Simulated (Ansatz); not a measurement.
# CH7BSSi: up Jacob's ladder to CCSD(T)

An exercise on one series of results from a longer session: the logs are not shown, and one member is left open.

The runs use Ansatz 0.2.0, Gaussian basis; functionals in def2-TZVPP, the program's frozen cores in correlated methods.

Levels to be run: LDA (SPW92), PBE-D4, revPBE-D4, BLYP-D4, r2SCAN-D4, B97M-V, PBE0-D4, B3LYP-D4, r2SCANh-D4, r2SCAN0-D4, HSE06-D4, BHLYP-D4, CAM-B3LYP-D4, LC-ωPBE, ωB97X-V, ωB97M-V, B2PLYP, PBE-QIDH; CCSD(T)/def2-SVP; CCSD(T)/def2-TZVPP; MP2/def2-QZVPP; extrapolation to the limit; RPA on PBE.

## The relaxed structure

All runs share one geometry, relaxed beforehand with PBE0-D4 in a triple-zeta def2 set.

SMILES `CB([SiH3])S`, 11 atoms, charge 0, spin multiplicity 1.

Atoms are counted from 1 here; the program's logs count them from 0.

Bond lengths: C1–B2 1.563 Å, C1–H5 1.096 Å, C1–H6 1.096 Å, C1–H7 1.093 Å, B2–Si3 2.023 Å, B2–S4 1.775 Å, Si3–H8 1.488 Å, Si3–H9 1.492 Å, Si3–H10 1.492 Å, S4–H11 1.349 Å. Angles: B2–C1–H5 110.0°, B2–C1–H6 109.9°, B2–C1–H7 114.8°, H5–C1–H6 105.2°, H5–C1–H7 108.3°, H6–C1–H7 108.3°, C1–B2–Si3 121.4°, C1–B2–S4 123.6°, Si3–B2–S4 115.0°, B2–Si3–H8 113.3°, B2–Si3–H9 109.9°, B2–Si3–H10 109.9°, H8–Si3–H9 108.2°, H8–Si3–H10 108.2°, H9–Si3–H10 107.2°, B2–S4–H11 99.9°.

Geometry (Å):

```
C    -0.0838    1.1438   -0.9372
B    -0.2511   -0.2498   -0.2489
Si    0.6515   -0.6717    1.5120
S    -1.2269   -1.5694   -0.9263
H     0.9784    1.3520   -1.1096
H    -0.4263    1.9363   -0.2616
H    -0.6131    1.2513   -1.8871
H     0.3681   -2.0473    2.0048
H     0.2071    0.2967    2.5557
H     2.1292   -0.5229    1.3736
H    -1.6678   -0.9762   -2.0548
```

Set-up of the first run:

Input file in.yaml:

```yaml
crystal:
  periodic: [false, false, false]
  atoms:
    - {symbol: C, position_ang: [-0.083827, 1.143770, -0.937210]}
    - {symbol: B, position_ang: [-0.251057, -0.249821, -0.248905]}
    - {symbol: Si, position_ang: [0.651547, -0.671659, 1.512005]}
    - {symbol: S, position_ang: [-1.226930, -1.569367, -0.926286]}
    - {symbol: H, position_ang: [0.978389, 1.351951, -1.109580]}
    - {symbol: H, position_ang: [-0.426257, 1.936268, -0.261631]}
    - {symbol: H, position_ang: [-0.613061, 1.251341, -1.887070]}
    - {symbol: H, position_ang: [0.368126, -2.047284, 2.004824]}
    - {symbol: H, position_ang: [0.207108, 0.296728, 2.555743]}
    - {symbol: H, position_ang: [2.129189, -0.522913, 1.373630]}
    - {symbol: H, position_ang: [-1.667829, -0.976214, -2.054819]}
basis:
  gaussian: {orbitals: def2-TZVPP}
hamiltonian: {xc: lda}
output: {orbitals: {seedname: orbitals}}
```

On the command line:

```sh
$ ansatz run in.yaml --threads 2 --pin off --events-out ev --progress --plain --max-ram 4352MiB
```

Among the steps run: LDA; PBE-D4 (GGA); revPBE-D4 (GGA); BLYP-D4 (GGA); r2SCAN-D4 (meta-GGA); B97M-V (meta-GGA); B3LYP-D4 (hybrid); r2SCANh-D4 (hybrid); r2SCAN0-D4 (hybrid); HSE06-D4 (hybrid); BHLYP-D4 (hybrid); CAM-B3LYP-D4 (range-separated); LC-ωPBE (range-separated); ωB97X-V (range-separated); ωB97M-V (range-separated); B2PLYP (double hybrid); PBE-QIDH (double hybrid).

One of the session's tables, all rows but one given; the rest of the session is left out.

It belongs to the step «Frontier levels by functional». 

| functional | HOMO (eV) | gap (eV) |
| --- | --- | --- |
| LDA (SPW92) | -6.97 | 4.51 |
| PBE-D4 | -6.89 | 4.62 |
| revPBE-D4 | -6.85 | 4.66 |
| BLYP-D4 | -6.78 | 4.71 |
| r2SCAN-D4 | -7.16 | 5.13 |
| B97M-V | -7.26 | 5.21 |
| PBE0-D4 | -8.10 | 6.73 |
| B3LYP-D4 | -7.91 | 6.39 |
| r2SCANh-D4 | -7.60 | 5.89 |
| r2SCAN0-D4 | -8.26 | 7.03 |
| HSE06-D4 | -7.70 | 5.95 |
| BHLYP-D4 | -9.24 | 8.96 |
| CAM-B3LYP-D4 | -9.45 | 9.25 |
| LC-ωPBE | ? | ? |
| ωB97X-V | -10.43 | 11.23 |
| ωB97M-V | -10.22 | 10.83 |

Estimate the missing values for LC-ωPBE.

The run gave: HOMO (eV): -10.77; gap (eV): 11.63. In the column «HOMO (eV)» it is the lowest.
